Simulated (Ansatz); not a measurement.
Crystal: NiMoIrPdW.

```
Ni Mo Pd Ir W
1.0
     2.34460   -1.43138    0.00906
     2.34460    1.43138    0.00906
    -2.20600    0.00000   10.92374
Ni Mo Pd Ir W
1 1 1 1 1
Cartesian
  1.6857 0.0000 3.2343
  -0.5221 0.0000 9.9690
  0.0775 0.0000 5.3638
  3.2778 0.0000 1.1936
  1.6891 0.0000 7.5942
```

The cell was built by a generator and needn't be a form met in nature.

Base run:

| Quantity | Value |
| --- | --- |
| Program | Ansatz 0.2.0 |
| Functional | r2SCAN |
| Potentials or basis | Ansatz PAW |
| Cutoff | 500 eV |
| Density cutoff | 2000 eV |
| k mesh | 8 × 8 × 2 |
| Occupations | fermi-dirac, width 0.05 eV |
| Spin | non-collinear spin, ferromagnetic start, spin-orbit coupling |
| Starting moments | [[0.0, 0.0, 1.0], [0.0, 0.0, 1.0], [0.0, 0.0, 0.0], [0.0, 0.0, 0.6], [0.0, 0.0, 0.0]] μB |

Its results: band gap on the k mesh none (metal or under the smearing width); pressure -5.0 GPa; net moment 0.25 μB per cell; largest force 0.213 eV/Å.

Question: The run is repeated on the same cell with these changes: functional from r2SCAN to PBE; cutoff from 500 eV to 420 eV; density cutoff from 2000 eV to 1680 eV. What comes out?

Answer: Band gap on the k mesh none (metal or under the smearing width); pressure -0.1 GPa; net moment 0.00 μB per cell; largest force 0.128 eV/Å.

Caveats: the magnetic or orbital state may not be the lowest (some runs); the PAW data sets come from PBE, with cores solved anew for the run's functional, which leaves a small shift of forces and pressure (some runs).

Not every run made on this cell is shown here.
